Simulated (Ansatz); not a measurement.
Crystal: HPbNO4.

```
H Pb N O
1.0
     4.20407    0.00000    0.00000
     2.02172    3.83952    0.00000
     2.04686    1.27900    6.28132
H Pb N O
1 1 1 4
Cartesian
  6.4119 3.4218 3.9444
  4.2925 4.6959 5.5497
  2.2802 1.4940 1.8951
  6.4140 3.5006 4.9249
  2.3104 1.0037 0.7095
  2.3185 0.7238 2.8804
  2.2113 2.7408 2.0273
```

The cell was built by a generator and needn't be a form met in nature.

Base run:

```yaml
Program: Ansatz 0.2.0
Functional: r2SCAN
Potentials_or_basis: Ansatz PAW
Cutoff: "500 eV (not typed: the program's choice for these potentials)"
k_mesh: 7 × 7 × 5
Occupations: fermi-dirac, width 0.05 eV
Spin: no spin polarisation
```

Its results: band gap on the k mesh 3.15 eV, indirect (least direct gap 3.18 eV); pressure -3.2 GPa; largest force 0.677 eV/Å.

Problem. The run is repeated on the same cell with these changes: functional from r2SCAN to PBE; potentials or basis from Ansatz PAW to Ansatz NC; cutoff from 500 eV (not typed: the program's choice for these potentials) to 1240 eV (not typed: the program's choice for these potentials). What comes out?

Solution. Band gap on the k mesh 2.80 eV, indirect (least direct gap 2.83 eV); pressure 0.0 GPa; largest force 0.039 eV/Å.

Caveats: spin-orbit coupling is left out, which as a rule narrows the gap of such compounds by several tenths of an eV; the PAW data sets come from PBE, with cores solved anew for the run's functional, which leaves a small shift of forces and pressure (some runs); odd divisions of the mesh miss points on the zone boundary, where band edges often lie, so the gap on the mesh can be too wide (some runs).

A k mesh can miss the band edges.
